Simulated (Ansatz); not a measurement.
# CH3Ga (singlet): from Hartree-Fock to the top rungs, cc-pVDZ

The task here is to estimate one member of a computed series from the others.

Method: cc-pVDZ, core rule «outside noble gas», up to 15 orbitals frozen; program: Ansatz 0.2.0, Gaussian basis.

To be run: UHF; CCSD(T) on RHF; CCSD(T) on UHF; BCCD(T) on RHF; CISD; CCSDT(Q) on RHF; CCSDT(Q) on UHF; CCSDTQ on RHF.

8 further runs of the same task are left out: 4 for a known fault of the program, 4 set aside as unsound or not needed.

**The geometry**

The geometry is a PBE0/def2-TZVP stationary point (not a proven minimum). No spin-orbit coupling is included. The filled d shell of Ga may be among the frozen orbitals whatever the setting's name suggests; the logs give the count.

5 atoms, charge 0, spin multiplicity 1.

Atoms are counted from 1 here; the program's logs count them from 0.

Bond lengths: C1–Ga2 1.774 Å, C1–H3 1.083 Å, C1–H4 1.083 Å, Ga2–H5 1.531 Å. Angles: Ga2–C1–H3 121.4°, Ga2–C1–H4 121.4°, H3–C1–H4 117.2°, C1–Ga2–H5 180.0°.

The first run:

Input file in.yaml:

```yaml
crystal:
  periodic: [false, false, false]
  atoms:
    - {symbol: C, position_ang: [0.000000, 0.000000, 1.485416]}
    - {symbol: Ga, position_ang: [0.000000, 0.000000, -0.288840]}
    - {symbol: H, position_ang: [0.000000, 0.924425, 2.049945]}
    - {symbol: H, position_ang: [0.000000, -0.924425, 2.049945]}
    - {symbol: H, position_ang: [0.000000, 0.000000, -1.820112]}
basis:
  gaussian: {orbitals: cc-pVDZ}
magnetization: {spin_polarized: true, initial_magnetization: 0}
hamiltonian: {xc: hf}
output: {orbitals: {seedname: orbitals}}
```

Launch:

```bash
$ ansatz run in.yaml --threads 1 --pin off --events-out ev --progress --plain --max-ram 4096MiB --backend cpu
```

Steps of the session up to this table: UHF; CCSD(T) on RHF; CCSD(T) on UHF; BCCD(T) on RHF; CISD; CCSDT(Q) on RHF; CCSDT(Q) on UHF; CCSDTQ on RHF.

One table of the session follows, with a row left open; its other results are not shown here.

| method | from RCCSDTQ (kJ/mol) |
| --- | --- |
| RHF | +636.7 |
| UHF | +632.2 |
| RMP2 | +92.0 |
| RCCSD | ? |
| RCCSD(T) | +4.0 |
| BCCD(T) | +4.1 |
| RCCSDT | +1.8 |
| RCCSDT(Q) | -0.2 |
| RCCSDTQ | 0 |

**Question.** Estimate the row for RCCSD.

**Answer.** from RCCSDTQ (kJ/mol): +26.6. In the column «from RCCSDTQ (kJ/mol)» it lies between BCCD(T) (+4.1) and RMP2 (+92.0).
